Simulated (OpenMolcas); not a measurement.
**Nb⁴⁺ among point charges: CASSCF and CASPT2 levels and susceptibility**

How does a field of 6 point charges split the states of Nb⁴⁺, and what χT follows?

The numbers are computed with OpenMolcas 26.06 (state-averaged CASSCF and CASPT2, spin-orbit coupling by RASSI with atomic mean-field integrals), except any that are marked as measured or tabulated.

## Step 1: What is computed

| Property | Result |
| --- | --- |
| Species | Nb⁴⁺ (niobium, Z = 41, 37 electrons) |
| Basis | ANO-RCC-VDZP [6s5p3d1f], 43 functions |
| Scalar Hamiltonian | DKH2, point nucleus |
| Inactive shells | 1s 2s 2p 3s 3p 3d 4s 4p |
| Active space | 1 electron in 5 orbitals (4d) |
| Some configurations of this space | 4d |
| Orbitals | optimised for each spin and parity, averaged over all roots |

The outer shells:

4d
```
4d [↑ ][  ][  ][  ][  ]
```

The ion sits among 6 point charges of -1.5 e arranged as an octahedron (Oh), 1.72 Å from the ion.

The work runs as a chain of OpenMolcas steps in one folder; each step below is one input file. Labels, J, g values, rates, χT and fits are worked out afterwards by a script from the matrices that RASSI stores. The input lists half of the charges; inversion (Group=XYZ) makes the rest.

## Step 2: GATEWAY and SEWARD: basis and integrals

Input file a.inp:

```
&GATEWAY
Coord
1

Nb 0.0 0.0 0.0
Basis=ANO-RCC-VDZP
Group=XYZ
NoMove
AngMom=0.0 0.0 0.0
AMFI
XField
3 Angstrom 0
1.720000 0.000000 0.000000 -1.500000
0.000000 1.720000 0.000000 -1.500000
0.000000 0.000000 1.720000 -1.500000
&SEWARD
```

Command:

```
OMP_NUM_THREADS=1 MOLCAS_MEM=1689 MOLCAS_PROJECT=a pymolcas a.inp > a.log
```

## Step 3: Reference wave functions, doublets of even parity, 5 roots

Input file a.inp:

```
&RASSCF
FileOrb=start.orb
Symmetry=1
Spin=2
nActEl=1 0 0
Inactive=9 9
Ras2=5 0
CIRoot=5 5 1
SDav=5
CIMx=300
Iter=120 100
PrWF=0.3
OrbListing=Nothing
MaxOrb=0
>>> COPY $Project.JobIph JOB001
```

start.orb holds the contracted functions of the basis, ordered by shell, or the orbitals of the step before.

## Step 4: State interaction with spin-orbit coupling

Input file a.inp:

```
&RASSI
NrOfJobIphs=1 5
1 2 3 4 5
IphNames
JOB001
EJob
SpinOrbit
DIPRint=1.0
SOCoupling=1000.0
Subsets=2
Property=9
'ANGMOM' 1 'ANGMOM' 2 'ANGMOM' 3 'MLTPL  1' 1 'MLTPL  1' 2 'MLTPL  1' 3
'AMFI' 1 'AMFI' 2 'AMFI' 3
SOProperty=3
'ANGMOM' 1 'ANGMOM' 2 'ANGMOM' 3
```

## Step 5: CASPT2: IPEA 0.25, imaginary shift 0.1 (closed shells correlated: 4s 4p)

Input file a.inp:

```
>>> COPY JOB001 $Project.JobIph
&CASPT2
Multistate=5 1 2 3 4 5
NoMult
Frozen=8 6
IPEA=0.25
Imaginary=0.1
MaxIter=60
WThr=0.0 0.3 0.05
PrWF=0.5
NoMix
```

(Steps that only read results are left out.)

Before running it: what results should come out? Wanted: spin-free ground state; first state of the same spin within the active space; lowest level; next level.

**Answer**, as computed:

```
                                            quantity                                                                        value
                                              method  SS-CASPT2, IPEA 0.25, imaginary shift 0.1 (closed shells correlated: 4s 4p)
                              spin-free ground state                                              2T2, 3-fold in its orbital part
first state of the same spin within the active space                                                             2E at 22800 cm⁻¹
                                        lowest level                                                                    4-fold Γ8
                                          next level                                                                   935.5 cm⁻¹
                                         χT at 300 K                                                               0.17 cm³ K/mol
                           effective moment at 300 K                                                                      1.16 μB
```

Cost by method:

```csv
method,time of its own steps,time with the reference
A. CASSCF,1.7 s,1.7 s
"B. SS-CASPT2, IPEA 0.25, imaginary shift 0.1, +4s 4p",0.52 s,2.2 s
```

Times are of one thread on a shared host.

What this shows: The spin-free ground state (2T2) comes to 100 % from free-ion D terms and keeps the highest spin of the shell. χT at 300 K is 0.17, against 0.38 cm³ K/mol for the spin alone, so orbital moment lowers it. A ligand-field fit to the states below 45000 cm-1 gives 10Dq = 22799 cm-1, the gap between the two states. CASPT2 does not keep the components of a term degenerate, and the means are used. The field of point charges can differ much from that of real complexes. Point charges carry no covalency, so the field is a model and not that of real ligands.
